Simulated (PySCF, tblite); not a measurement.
**C3H10NSi radical: geometry, infrared bands and EPR parameters**

What infrared bands and EPR parameters should C3H10NSi radical (`[CH2][C@H](C)N[SiH3]`) show?

Programs: tblite 0.8.0 and PySCF 2.14.0, with density-fitted response routines of our own. Each step states its level of theory. These are calculated values for one molecule in the gas phase, unless marked as measured. Atoms count from 0, in the outputs and in this text.

### Step 1. The molecule as given

15 atoms, charge 0, multiplicity 2; geometry from: force field or distance geometry start.

Bonds of the start (Å): C0–C1 1.48, C1–C2 1.52, C1–N3 1.46, N3–Si4 1.71, C0–H5 1.09, C0–H6 1.08, C1–H7 1.11, C2–H8 1.09, C2–H9 1.11, C2–H10 1.10, N3–H11 1.00, Si4–H12 1.48, Si4–H13 1.47, Si4–H14 1.48.

### Step 2. Optimising the geometry with GFN2-xTB

The job: settings as JSON, then the geometry in Å.

```
{"job": {"kind": "relax", "xc": "GFN2-xTB", "basis": "xTB"}, "charge": 0, "multiplicity": 2}
C     -1.097900    -0.910300    -1.440400
C     -0.531300    -0.464000    -0.148700
C     -1.399500     0.598700     0.510600
N      0.819600     0.018400    -0.422300
Si     2.083500     0.131300     0.722000
H     -1.654300    -0.217800    -2.076500
H     -0.813500    -1.863000    -1.857000
H     -0.492700    -1.342900     0.522000
H     -1.021100     0.888600     1.493000
H     -2.434100     0.228900     0.653900
H     -1.472200     1.505000    -0.111400
H      0.760600     0.883400    -0.924300
H      2.245600    -1.176100     1.390600
H      1.704100     1.178400     1.684200
H      3.298600     0.549400    -0.017500
```

Launch:

```
> OMP_NUM_THREADS=1 python probes_run.py task.json out
```

One launch serves the whole session: the jobs run in the order shown.

Log:

```text
step      E/eV     max force
  0    -438.21336    0.930
  1    -438.25202    0.408
  2    -438.26695    0.352
  3    -438.27914    0.359
  4    -438.30009    0.500
  5    -438.32051    0.559
  6    -438.33458    0.317
  7    -438.34058    0.193
  8    -438.34485    0.168
  9    -438.34951    0.210
 10    -438.35304    0.171
 11    -438.35550    0.139
 12    -438.35755    0.145
 13    -438.35957    0.132
 14    -438.36116    0.097
 15    -438.36209    0.076
 16    -438.36272    0.062
 17    -438.36336    0.077
 18    -438.36392    0.062
 19    -438.36428    0.045
 20    -438.36452    0.043
 21    -438.36477    0.058
 22    -438.36504    0.051
 23    -438.36526    0.036
 24    -438.36543    0.029
 25    -438.36558    0.047
 26    -438.36578    0.057
 27    -438.36603    0.048
 28    -438.36630    0.046
 29    -438.36657    0.037
 30    -438.36686    0.062
 31    -438.36716    0.059
 32    -438.36745    0.050
 33    -438.36771    0.051
 34    -438.36793    0.043
 35    -438.36813    0.047
 36    -438.36831    0.033
 37    -438.36850    0.039
 38    -438.36875    0.046
 39    -438.36911    0.076
 40    -438.36957    0.080
 41    -438.37009    0.064
 42    -438.37059    0.066
 43    -438.37105    0.056
 44    -438.37146    0.062
 45    -438.37181    0.043
 46    -438.37210    0.046
 47    -438.37232    0.039
 48    -438.37247    0.049
 49    -438.37261    0.029
 50    -438.37271    0.019
 51    -438.37276    0.023
 52    -438.37283    0.020
 53    -438.37289    0.018
 54    -438.37296    0.020
 55    -438.37305    0.026
 56    -438.37314    0.025
 57    -438.37322    0.021
 58    -438.37327    0.020
 59    -438.37332    0.020
 60    -438.37337    0.021
 61    -438.37343    0.017
 62    -438.37348    0.018
 63    -438.37351    0.015
 64    -438.37354    0.014
 65    -438.37356    0.011
 66    -438.37359    0.014
 67    -438.37361    0.016
 68    -438.37365    0.020
 69    -438.37369    0.018
 70    -438.37372    0.011
 71    -438.37374    0.013
 72    -438.37375    0.011
 73    -438.37378    0.014
 74    -438.37380    0.010
 75    -438.37382    0.009
```

It took 1.1 s on 1 thread of Intel Xeon at 2.50GHz, shared host.

Relaxation path: (not every step is listed)

```
step  energy from step 0 (eV)  largest force (eV/Å)
   0                   0.0000                0.9300
   1                  -0.0387                0.4077
   2                  -0.0536                0.3518
   3                  -0.0658                0.3588
   4                  -0.0867                0.5003
   5                  -0.1071                0.5586
   6                  -0.1212                0.3167
   7                  -0.1272                0.1934
   8                  -0.1315                0.1684
  14                  -0.1478                0.0968
  20                  -0.1512                0.0435
  26                  -0.1524                0.0573
  32                  -0.1541                0.0502
  38                  -0.1554                0.0461
  44                  -0.1581                0.0617
  50                  -0.1593                0.0189
  56                  -0.1598                0.0248
  62                  -0.1601                0.0185
  68                  -0.1603                0.0197
  70                  -0.1604                0.0107
  71                  -0.1604                0.0135
  72                  -0.1604                0.0109
  73                  -0.1604                0.0144
  74                  -0.1604                0.0102
  75                  -0.1605                0.0089
```

Close pairs (by a distance rule), those that changed most:

```
   bond  before (Å)  after (Å)  change (Å)
Si4–H14       1.483      1.460      -0.022
  C2–H9       1.108      1.087      -0.021
  C0–H5       1.093      1.074      -0.019
Si4–H12       1.477      1.463      -0.014
 C2–H10       1.102      1.088      -0.013
  C1–H7       1.106      1.099      -0.007
 N3–H11       1.002      1.009      +0.007
 N3–Si4       1.709      1.716      +0.007
```

The next job starts from the end point, and lists it.

### Step 3. Infrared spectrum with GFN2-xTB

The job: settings as JSON, then the geometry in Å.

```
{"job": {"kind": "ir", "xc": "GFN2-xTB", "basis": "xTB"}, "charge": 0, "multiplicity": 2}
C     -1.073506    -0.932213    -1.408098
C     -0.549173    -0.405546    -0.134298
C     -1.472142     0.643338     0.485831
N      0.790255     0.122652    -0.384375
Si     2.074865     0.112391     0.752930
H     -1.820132    -0.392000    -1.958689
H     -0.543988    -1.721735    -1.905571
H     -0.406298    -1.224792     0.583953
H     -1.040391     1.021878     1.409059
H     -2.443472     0.205377     0.700994
H     -1.608811     1.476459    -0.200978
H      0.782692     0.823857    -1.109899
H      2.161111    -1.257529     1.258980
H      1.895038     1.017142     1.901929
H      3.249539     0.518710    -0.013680
```

Log:

```text
mode    cm-1     km/mol
  1      46.3      0.81
  2      99.8      1.67
  3     108.7      1.43
  4     195.8      0.15
  5     232.9      0.95
  6     310.1      5.53
  7     366.9     12.51
  8     415.0     40.24
  9     478.5     49.58
 10     543.7     70.47
 11     566.8     35.47
 12     593.4     59.85
 13     747.0    229.60
 14     803.1    175.41
 15     822.3    127.53
 16     836.5    317.32
 17     886.1      5.83
 18     944.3     26.24
 19     995.8     39.00
 20    1106.0    110.13
 21    1128.9     35.41
 22    1157.9      7.05
 23    1218.2     26.82
 24    1299.6      7.95
 25    1353.6     71.84
 26    1390.9      1.74
 27    1399.5      4.18
 28    1491.5      2.77
 29    1496.5      0.98
 30    2159.7    387.26
 31    2257.0    239.90
 32    2277.5    337.65
 33    2870.9     41.51
 34    3026.2     33.65
 35    3038.9     31.50
 36    3040.4     24.24
 37    3124.3     17.10
 38    3170.2     35.66
 39    3441.8      5.48
```

Wall time 1.1 s (1 thread of Intel Xeon at 2.50GHz, shared host).

The strongest bands and the atoms that carry them (share of the mass-weighted mode):

```
cm⁻¹  km/mol                                  atoms
 747   229.6                     H14 50 %, H12 41 %
 803   175.4  H13 26 %, H14 19 %, H12 17 %, N3 17 %
 822   127.5           H13 45 %, H12 24 %, H14 15 %
 836   317.3  Si4 19 %, H13 18 %, H12 17 %, N3 13 %
1106   110.1             N3 30 %, C1 27 %, H10 13 %
2160   387.3                               H13 94 %
2257   239.9                               H12 94 %
2278   337.6                               H14 96 %
```

### Step 4. g tensor and hyperfine couplings: B3LYP/pcH-1

Same as in step 3 but for these lines:

```diff
@@ -1,2 +1,2 @@
-{"job": {"kind": "ir", "xc": "GFN2-xTB", "basis": "xTB"}, "charge": 0, "multiplicity": 2}
+{"job": {"kind": "epr", "basis": "pcH-1"}, "charge": 0, "multiplicity": 2}
 C     -1.073506    -0.932213    -1.408098
```

With the program's defaults for keys left out, this is: UKS B3LYP, pcH-1 on C H N Si, non-relativistic, mean-field spin-orbit, GIAO.

Log:

```text
UKS, coarse grid
  cycle   1  E = -464.50383629  |g| = 3.49e-01
  cycle   2  E = -464.46164642  |g| = 4.64e-01
  cycle   3  E = -464.55682660  |g| = 7.40e-02
  cycle   4  E = -464.55883397  |g| = 2.93e-02
  cycle   5  E = -464.55924498  |g| = 6.00e-03
  cycle   6  E = -464.55926321  |g| = 2.08e-03
  cycle   7  E = -464.55926502  |g| = 9.92e-04
UKS, final grid
  cycle   1  E = -464.55930983  |g| = 1.15e-03
  cycle   2  E = -464.55930948  |g| = 1.49e-03
  cycle   3  E = -464.55931042  |g| = 1.23e-04
  cycle   4  E = -464.55931042  |g| = 6.50e-05
  cycle   5  E = -464.55931043  |g| = 2.13e-05
E = -464.55931043 Eh   <S^2> = 0.7537 (exact 0.7500)
g shifts (ppm)      1          2          3
  rmc          -146       -146       -146
  gc              3         27         37
  oz_so          29        343        619
  total        -114        224        510
hyperfine (MHz)  atom isotope    a_iso     a_fc   dipolar eigenvalues
    0   13C      94.46      94.56    -80.72    -80.14    160.86
    1   13C     -25.37     -25.38     -1.41     -0.92      2.32
    2   13C       0.58       0.58     -1.40     -0.06      1.46
    3   14N      41.16      41.16     -2.90     -2.73      5.64
    4  29Si     -10.24     -10.27     -5.05      2.31      2.74
    5    1H     -62.34     -62.35    -39.24     -0.14     39.38
    6    1H     -59.39     -59.41    -38.45     -1.06     39.51
    7    1H      66.11      66.11     -6.02     -3.78      9.79
    8    1H      -0.14      -0.14     -1.73     -1.66      3.38
    9    1H       2.59       2.59     -3.54     -2.62      6.16
   10    1H      -1.50      -1.50     -2.94     -2.73      5.68
   11    1H      -4.24      -4.25     -8.00     -1.99      9.99
   12    1H      -1.22      -1.22     -1.27     -0.90      2.17
   13    1H       4.70       4.70     -0.95     -0.62      1.57
   14    1H      -0.05      -0.05     -0.99     -0.77      1.76
```

Run time: 1.7 min. Hardware: 1 thread of Intel Xeon at 2.50GHz, shared host; peak memory 0.85 GiB.

Principal g values 2.00221, 2.00254, 2.00283; g(iso) = 2.00253, against 2.00232 for a free electron.

Mean a(iso) over the nuclei that a row names, and the largest dipolar term of the row (other rows stand at the frozen geometry):

```
       nuclei  isotope  a(iso) (MHz)  a(iso) (G, at g = 2.0023)  largest dipolar term (MHz)
           C0      13C          94.5                       33.7                       160.9
           H7       1H          66.1                       23.6                         9.8
       H5, H6       1H         -60.9                      -21.7                        39.5
           N3      14N          41.2                       14.7                         5.6
           C1      13C         -25.4                       -9.1                         2.3
          Si4     29Si         -10.2                       -3.7                        -5.1
          H11       1H          -4.2                       -1.5                        10.0
H12, H13, H14       1H           1.1                        0.4                         2.2
           C2      13C           0.6                        0.2                         1.5
  H8, H9, H10       1H           0.3                        0.1                         6.2
```

Mulliken spin populations:

C0 1.07; C1 -0.07; C2 0.00; N3 0.04; Si4 0.02; H5 -0.05; H6 -0.04; H7 0.03; H8 0.00; H9 0.00; H10 0.00; H11 0.00; H12 0.00; H13 0.00; H14 0.00

In first order the couplings over 0.8 MHz of 1H, 14N give 144 distinct lines over 99.1 G, if the averaged nuclei exchange fast.

Orbitals, density, ELF and potential are computed afterwards from the orbital file.

ELF in a plane through or near 7 of the atoms.

Ten even steps from ' ' (0.00) to '@' (1.00):
```
                                                        
                                                        
                                                        
                          ::----                        
          ::**%%%%==    ::@@@@@@**..                    
        --##@@@@@@@@    ++@@@@@@%%--==++--..            
        **@@@@@@@@@@==  ::@@@@@@##**%%@@%%--            
        ==%%@@@@@@@@==    ==####==--@@@@%%--            
          ::##%%**==--::....--%%##++++++::              
          ..::  **--::**======**%%++..                  
        ::----..##++==##**%%**..****------..            
      ..--++**--  ..**%%####****@@**++%%%%**::          
        ::======::..==%%%%--..--++++::%%%%**::          
        ....::..    ::****..  ==%%##**++++--            
                      ..      %%@@@@%%--                
                            ..%%@@@@%%::                
                              --**##--                  
                                                        
                                                        
                                                        
```
The map spans 11.3 Å across and 9.7 Å up, centred on the molecule. Atoms in the plane (x, y in Å): C0 (1.6, -1.2), C1 (0.6, -0.2), C2 (1.2, 1.2), Si4 (-2.2, -0.1), H6 (1.3, -2.2), H8 (0.4, 2.0), H13 (-2.5, 1.4).

On the surface of density 0.002 e/bohr³ the electrostatic potential runs, from the 1st to the 99th percentile, from -0.84 V near N3 to 1.33 V near H11.

The spin density lies nearest to C0 64 %; H5, H6 about 10 % each.

### Step 5. Summary of results

| quantity | value |
| --- | --- |
| strongest single infrared mode (GFN2-xTB) | 2160 cm⁻¹, 387 km/mol |
| zero-point energy (GFN2-xTB) | 73.5 kcal/mol |
| g(iso) (B3LYP) | 2.00253 |
| ⟨S²⟩ | 0.754 (exact 0.75) |
| largest a(iso) (averaged by class) | 13C on C0, 94.5 MHz |
| surface potential, 1st and 99th percentile | -0.84 V and 1.33 V |

In words: Relaxing lowered the energy by 0.160 eV in 75 steps; the close pair that moved most is Si4–H14, from 1.483 to 1.460 Å. All 39 modes are real, so the xTB geometry is a minimum. The strongest single mode, at 2160 cm⁻¹, moves mainly H13. Unscaled tight-binding wavenumbers are off by several per cent, some by more. Its intensities can rank the bands wrongly. C0 carries the largest spin population, 1.07 e. The isotropic g lies 0.2 ppt above the free-electron value.
